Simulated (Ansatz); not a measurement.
# two structures of Sc: a comparison of enthalpies under pressure

Program: the Ansatz DFT code, driven from Python.

The cells in order, each with its output:

In [1]:
```python
import ansatz as az
import numpy as np
from tabulate import tabulate

ECUT = 520
KSPACING = 0.14
OCCUPATIONS = "fermi_dirac"
WIDTH_EV = 0.1
```

In [2]:
```python
def fcc(A, a):
    return (
        az.Lattice.fcc(a)
        .space_group(225)
        .atom(A, [0, 0, 0])
        .primitive()
    )
```

In [3]:
```python
def bcc(a_site, a):
    return (
        az.Lattice.bcc(a)
        .space_group(229)
        .atom(a_site, [0, 0, 0])
        .primitive()
    )
```

In [4]:
```python
def run_phase(name, crystal, pressure=0.0):
    calc = (
        crystal.calculation()
        .functional(az.Functional.PBESOL)
        .basis(ECUT)
        .kpoints(spacing=KSPACING)
        .occupations(OCCUPATIONS, width=WIDTH_EV)
    )
    calc = calc.relax(force_tolerance=0.03, max_steps=60, cell=True, pressure=pressure)
    return calc.run(threads=1, backend="cpu")
```

In [5]:
```python
def volume_per_atom(outcome):
    return abs(np.linalg.det(outcome.lattice.cell_ang)) / len(outcome.lattice.sites)
```

In [6]:
```python
phases = {}
phases["fcc"] = fcc("Sc", 4.64)
phases["bcc"] = bcc("Sc", 3.68)
```

In [7]:
```python
# H = E + PV, with 1 eV per cubic angstrom equal to 160.2 GPa
pressures = [0, 5, 10, 20]
enthalpy, volume = {name: [] for name in phases}, {name: [] for name in phases}
for p in pressures:
    for name, crystal in phases.items():
        o = run_phase(name, crystal, pressure=p)
        volume[name].append(volume_per_atom(o))
        enthalpy[name].append(o.report["energy_sigma0_ev"] / len(o.lattice.sites) + p * volume[name][-1] / 160.21766)
gap = np.array(enthalpy["bcc"]) - np.array(enthalpy["fcc"])
rows = [(p, va, vb, 1000 * d) for p, va, vb, d in zip(pressures, volume["fcc"], volume["bcc"], gap)]
print(tabulate(rows, headers=["P (GPa)", "V fcc (A^3/atom)", "V bcc (A^3/atom)", "H(bcc) - H(fcc) (meV/atom)"], floatfmt=".4f", tablefmt="github"))
crossings = [p0 - g0 * (p1 - p0) / (g1 - g0) for p0, p1, g0, g1 in zip(pressures, pressures[1:], gap, gap[1:]) if g0 * g1 < 0]
print("crossing near", [round(float(p), 1) for p in crossings], "GPa") if crossings else print("no crossing in this range")
```
```text
|   P (GPa) |   V fcc (A^3/atom) |   V bcc (A^3/atom) |   H(bcc) - H(fcc) (meV/atom) |
|-----------|--------------------|--------------------|------------------------------|
|         0 |            23.7001 |            23.9412 |                      63.8304 |
|         5 |            21.8205 |            22.0953 |                      73.0510 |
|        10 |            20.4242 |            20.7010 |                      82.6918 |
|        20 |            18.3762 |            18.6343 |                     100.7096 |
no crossing in this range
```

At a fixed pressure a relaxation lowers the enthalpy F + PV, while F alone can rise. Only these two structures are compared, at zero temperature and with their symmetry kept; either may be hypothetical, and another phase may be lower than both. Differences under 10 to 15 meV an atom lie within the error of mesh and functional. The cells are prototypes set up for this calculation and needn't exist. Hardware and time: 82 s on 1 thread of Arm Neoverse V2 (shared host), peak memory 0.46 GiB.
